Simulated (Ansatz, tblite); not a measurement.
# GeClH3 (GeH3Cl): one state, many levels

Aim: run the singlet of GeClH3 (GeH3Cl) at one geometry on many levels, and compare frontier levels, spin and run time.

Program: Ansatz 0.2.0, Gaussian basis. Level of theory: as each input shows. These are calculated values, not measurements.

The runs, in order: GFN1-xTB, GFN2-xTB, PBE-D4/def2-TZVP, r2SCAN-D4/def2-TZVP, HSE06-D4/def2-TZVP, BHLYP-D4/def2-TZVP, r2SCANh-D4/def2-TZVP, LC-ωPBE/def2-TZVP, ωB97M-V/def2-TZVP, HF/def2-TZVP, BLYP-D4/def2-TZVP, PBE-D4/def2-SVP, PBE0-D4/def2-SVP, HF/6-31G, B3LYP-D4/6-31G, CCSD(T)/def2-TZVPP, MP2/def2-TZVP, RPA/def2-TZVP.

## 1. The geometry

The geometry is that of the singlet, from an earlier relaxation (PBE-D4/def2-TZVP).

5 atoms, charge 0, spin multiplicity 1.

Bond lengths: Ge1–Cl2 2.173 Å, Ge1–H3 1.543 Å, Ge1–H4 1.543 Å, Ge1–H5 1.543 Å. Angles: Cl2–Ge1–H3 107.1°, Cl2–Ge1–H4 107.1°, Cl2–Ge1–H5 107.1°, H3–Ge1–H4 111.7°, H3–Ge1–H5 111.7°, H4–Ge1–H5 111.7°.

PBE0-D4/def2-TZVP was run before; its log isn't repeated, and its numbers join the tables.

## 2. GFN1-xTB

Tight binding, by tblite at 300 K electronic temperature and without a spin-polarisation term:

```python
tblite.interface.Calculator('GFN1-xTB', numbers, positions, charge=0, uhf=0).singlepoint()
```

Energy -206.4304 eV, HOMO -12.79 eV, LUMO -6.12 eV; 0.01 s.

## 3. GFN2-xTB

Tight binding, by tblite at 300 K electronic temperature and without a spin-polarisation term:

```python
tblite.interface.Calculator('GFN2-xTB', numbers, positions, charge=0, uhf=0).singlepoint()
```

Energy -218.8473 eV, HOMO -11.64 eV, LUMO -4.67 eV; 0.005 s.

## 4. PBE-D4/def2-TZVP

start.molden holds the orbitals of an earlier run on this state, given as this run's starting guess.

Input file in.yaml:

```yaml
crystal:
  periodic: [false, false, false]
  atoms:
    - {symbol: Ge, position_ang: [-0.001031, 0.001642, -0.161768]}
    - {symbol: Cl, position_ang: [0.012845, -0.020105, 2.011220]}
    - {symbol: H, position_ang: [1.470729, 0.011003, -0.625883]}
    - {symbol: H, position_ang: [-0.745405, 1.280797, -0.599016]}
    - {symbol: H, position_ang: [-0.737138, -1.273347, -0.624544]}
basis:
  gaussian: {orbitals: def2-TZVP, initial_orbitals: start.molden}
hamiltonian: {xc: pbe, dispersion: d4}
scf: {omitted_lower_state_checks: [starts]}
output: {forces: true, orbitals: {seedname: orbitals}}
```

Run with:

```
> ansatz run in.yaml --threads 4 --pin off --events-out ev --progress --plain --max-ram 3916MiB
```

After this run come: r2SCAN-D4/def2-TZVP; HSE06-D4/def2-TZVP; BHLYP-D4/def2-TZVP; r2SCANh-D4/def2-TZVP; LC-ωPBE/def2-TZVP; ωB97M-V/def2-TZVP; HF/def2-TZVP; BLYP-D4/def2-TZVP; PBE-D4/def2-SVP; PBE0-D4/def2-SVP; HF/6-31G; B3LYP-D4/6-31G; CCSD(T)/def2-TZVPP; MP2/def2-TZVP; RPA/def2-TZVP.

Q: Predict the results of all the runs planned. Wanted: gap in def2-TZVP, named functionals and Hartree-Fock, smallest and largest; correlation energy, CCSD(T)/def2-TZVPP; correlation energy, MP2/def2-TZVP; binding an atom, CCSD(T)/def2-TZVPP; PBE0 total energy, smallest basis above largest.

**Answer**, as computed:

| quantity | value |
| --- | --- |
| gap in def2-TZVP, named functionals and Hartree-Fock, smallest and largest | 5.99 eV (BLYP-D4), 15.04 eV (HF) |
| correlation energy, CCSD(T)/def2-TZVPP | -13.60 eV |
| correlation energy, MP2/def2-TZVP | -11.97 eV |
| binding an atom, CCSD(T)/def2-TZVPP | 2.624 eV |
| PBE0 total energy, smallest basis above largest | 11.51 eV (def2-SVP, def2-TZVP) |

Over the named functionals and Hartree-Fock in def2-TZVP the gap runs from 5.99 eV (BLYP-D4) to 15.04 eV (HF); exact exchange widens it. A small miss in a minimal or small basis is a cancelling of errors, not accuracy. The functionals in def2-TZVP miss CCSD(T)/def2-TZVPP by -0.038 (BLYP-D4) to +0.034 eV (r2SCAN-D4) an atom. The reference is CCSD(T) in one finite basis, so it carries an error of its own, often a tenth of an eV or more, and near misses can't be ranked.
